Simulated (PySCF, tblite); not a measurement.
# C7H12B radical: geometry, infrared bands and EPR parameters

Aim: predict the infrared bands and EPR parameters of C7H12B radical (`C=[C]C1CCBCC1`).

Computed with tblite 0.8.0 and PySCF 2.14.0, with density-fitted response routines of our own, on a single molecule in the gas phase. Atoms are numbered from 0 throughout.

## Step 1: The starting structure

20 atoms, charge 0, multiplicity 2; geometry from: force field or distance geometry start.

Bonds of the start (Å): C0–C1 1.34, C1–C2 1.49, C2–C3 1.54, C3–C4 1.53, C4–B5 1.60, B5–C6 1.60, C6–C7 1.54, C7–C2 1.56, C0–H8 1.08, C0–H9 1.08, C2–H10 1.12, C3–H11 1.12, C3–H12 1.13, C4–H13 1.10, C4–H14 1.11, B5–H15 1.19, C6–H16 1.11, C6–H17 1.11, C7–H18 1.11, C7–H19 1.11.

## Step 2: Geometry optimisation with GFN2-xTB

What the job is given:

```
{"job": {"kind": "relax", "xc": "GFN2-xTB", "basis": "xTB"}, "charge": 0, "multiplicity": 2}
C      3.174200    -0.211400     0.102000
C      2.006700    -0.445900     0.718900
C      0.689600    -0.382400     0.031900
C     -0.399400    -1.016900     0.918800
C     -1.780300    -1.044500     0.261700
B     -2.165100     0.414200    -0.263300
C     -1.019900     1.210100    -1.044700
C      0.322200     1.096500    -0.288600
H      3.192600     0.044500    -0.950800
H      4.093200    -0.273600     0.657800
H      0.744000    -0.960200    -0.921700
H     -0.112600    -2.076000     1.161600
H     -0.472100    -0.471600     1.902400
H     -2.543000    -1.396600     0.971600
H     -1.764500    -1.725600    -0.612900
H     -3.120500     0.974200     0.160200
H     -1.308300     2.278000    -1.135400
H     -0.918200     0.766200    -2.057700
H      0.262700     1.685000     0.655700
H      1.113500     1.546700    -0.921200
```

Run with:

```console
> OMP_NUM_THREADS=1 python probes_run.py task.json out
```

The driver reads the jobs from task.json and runs them one after another.

**Question.** This job is followed by: GFN2-xTB harmonic vibrations, gas phase; UKS B3LYP, pcH-1 on B C H, non-relativistic, mean-field spin-orbit, GIAO. Predict these results of the whole session: strongest infrared band; zero-point energy (GFN2-xTB); g(iso) (B3LYP); ⟨S²⟩; largest a(iso) (averaged by class); surface potential.

**Answer**, as computed:

```
                          quantity                              value
           strongest infrared band              2622 cm⁻¹, 178 km/mol
      zero-point energy (GFN2-xTB)                     105.3 kcal/mol
                    g(iso) (B3LYP)                            2.00217
                              ⟨S²⟩                 0.758 (exact 0.75)
largest a(iso) (averaged by class)               13C on C1, 260.8 MHz
                 surface potential  -0.80 V near C0 to 1.24 V near B5
```

In words: Over 154 steps the energy fell by 0.487 eV; of the bonds of the start, C0–C1 changed most, 1.341 to 1.294 Å. All 54 modes are real, so the xTB geometry is a minimum. The strongest single mode, at 2622 cm⁻¹, moves mainly H15. GFN2-xTB is a fitted tight-binding method: band positions and strengths are rough. Its intensities can rank the bands wrongly. Most of the unpaired spin sits on C1 (0.99 e). The isotropic g lies 0.1 ppt below the free-electron value.
